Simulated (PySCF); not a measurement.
# C₂H₉AsGeO: magnetic properties

The task here is to estimate one member of a computed series from the others.

Computed with PySCF 2.14.0 and routines of our own; the level stands in each step. Atoms count from 0.

### The system as given

14 atoms, charge 0, multiplicity 1; geometry from: GFN2-xTB.

The first run:

What the job is given:

```
{"job": {"xc": "PBE0", "basis": "def2-SVP", "d3": "d3bj", "grid": 1, "kind": "geom"}, "charge": 0, "multiplicity": 1}
C     -2.286610     0.923473    -0.133067
C     -1.390980    -0.302966    -0.051646
O     -0.135415    -0.004729    -0.621856
Ge     1.396108    -0.765076    -0.165026
As     2.953309     0.450016    -1.473614
H     -3.268599     0.694597     0.272573
H     -1.847713     1.741956     0.432018
H     -2.390316     1.235830    -1.168752
H     -1.846954    -1.137529    -0.598897
H     -1.275106    -0.611048     0.995701
H      1.424435    -0.718212     1.372142
H      1.256511    -2.271713    -0.441544
H      3.360603     1.285458    -0.291806
H      4.050048    -0.520530    -1.123441
```

On the command line:

```console
$ OMP_NUM_THREADS=1 python excited_run.py task.json out
```

One launch serves the whole session: the jobs run in the order shown.

Steps of the session up to this table: Relaxing the molecule at PBE0-D3(BJ)/def2-SVP; Magnetic properties: GIAO KT2/pcSseg-1; Magnetic properties: GIAO mPW1PW91/pcSseg-1; Magnetic properties: GIAO X3LYP/pcSseg-1; Magnetic properties: GIAO BLYP/pcSseg-1; Magnetic properties: GIAO CAM-B3LYP/pcSseg-1; Magnetic properties: GIAO OPBE/pcSseg-1.

One table of the session follows, with a row left open; its other results are not shown here.

```
                  level  gap (eV)
      GIAO KT2/pcSseg-1      5.33
 GIAO mPW1PW91/pcSseg-1      7.63
    GIAO X3LYP/pcSseg-1         ?
     GIAO BLYP/pcSseg-1      5.29
GIAO CAM-B3LYP/pcSseg-1      9.85
     GIAO OPBE/pcSseg-1      5.46
```

Estimate the missing values for GIAO X3LYP/pcSseg-1.

The run gave: gap (eV): 7.29. In the column «gap (eV)» it lies between GIAO OPBE/pcSseg-1 (5.46) and GIAO mPW1PW91/pcSseg-1 (7.63).

Caveats from the session: Vibrational averaging and real surroundings are missing from these values.
